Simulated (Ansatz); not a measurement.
**CH₄BFOSi: basis-set convergence**

Aim: see how fast density functionals converge with the basis set for CH₄BFOSi.

Method: one geometry, several basis sets; program: Ansatz 0.2.0, Gaussian basis.

Levels to be run: PBE0-D4/def2-SVP; ωB97M-V/def2-SVP; PBE0-D4/def2-QZVPP; ωB97M-V/def2-QZVPP; the functionals' def2-TZVPP values are taken from earlier runs.

**1. The geometry**

The geometry comes from an earlier relaxation with PBE0-D4 in a triple-zeta def2 set; it is a stationary point, not always the lowest conformer.

9 atoms, charge 0, spin multiplicity 1.

Atoms are counted from 1 here; the program's logs count them from 0.

Bond lengths: F1–B3 1.330 Å, C2–B3 1.527 Å, C2–Si4 1.836 Å, C2–O5 1.479 Å, C2–H6 1.090 Å, B3–H7 1.199 Å, Si4–O5 1.650 Å, Si4–H8 1.476 Å, Si4–H9 1.476 Å. Angles: B3–C2–Si4 114.9°, B3–C2–O5 118.3°, B3–C2–H6 121.3°, Si4–C2–O5 58.5°, Si4–C2–H6 115.1°, O5–C2–H6 113.0°, F1–B3–C2 119.0°, F1–B3–H7 118.2°, C2–B3–H7 122.8°, C2–Si4–O5 49.8°, C2–Si4–H8 122.6°, C2–Si4–H9 119.5°, O5–Si4–H8 117.2°, O5–Si4–H9 117.6°, H8–Si4–H9 114.3°, C2–O5–Si4 71.6°.

**2. PBE0-D4 in def2-SVP**

in.yaml reads:

```yaml
crystal:
  periodic: [false, false, false]
  atoms:
    - {symbol: F, position_ang: [1.467212, 2.078609, 0.316763]}
    - {symbol: C, position_ang: [-0.208517, 0.463809, -0.490782]}
    - {symbol: B, position_ang: [1.226610, 0.854636, -0.143949]}
    - {symbol: Si, position_ang: [-0.855903, -0.993172, 0.420559]}
    - {symbol: O, position_ang: [-0.437643, -0.830702, -1.167330]}
    - {symbol: H, position_ang: [-0.954609, 1.216225, -0.748258]}
    - {symbol: H, position_ang: [2.142878, 0.084130, -0.209143]}
    - {symbol: H, position_ang: [0.002757, -1.850580, 1.260735]}
    - {symbol: H, position_ang: [-2.294385, -1.069254, 0.744305]}
basis:
  gaussian: {orbitals: def2-SVP}
hamiltonian: {xc: pbe0, dispersion: d4}
output: {orbitals: {seedname: orbitals}}
```

The runs that follow: ωB97M-V in def2-SVP; PBE0-D4 in def2-QZVPP; ωB97M-V in def2-QZVPP.

**Question.** What will the summary of the whole plan be? Wanted: PBE0-D4: double and triple zeta above quadruple; ωB97M-V: double and triple zeta above quadruple.

As calculated:

| quantity | value |
| --- | --- |
| PBE0-D4: double and triple zeta above quadruple | 11.35, 0.64 eV |
| ωB97M-V: double and triple zeta above quadruple | 11.51, 0.59 eV |

In words: For PBE0-D4 the step from double to triple zeta gains 10.71 eV and the next only 0.64 eV. Total energies overstate the basis error of differences, where much of it tends to cancel. The LUMO of ωB97M-V is positive and keeps falling with the basis (1.07 to 0.47 eV): an unbound level that the basis holds in place.
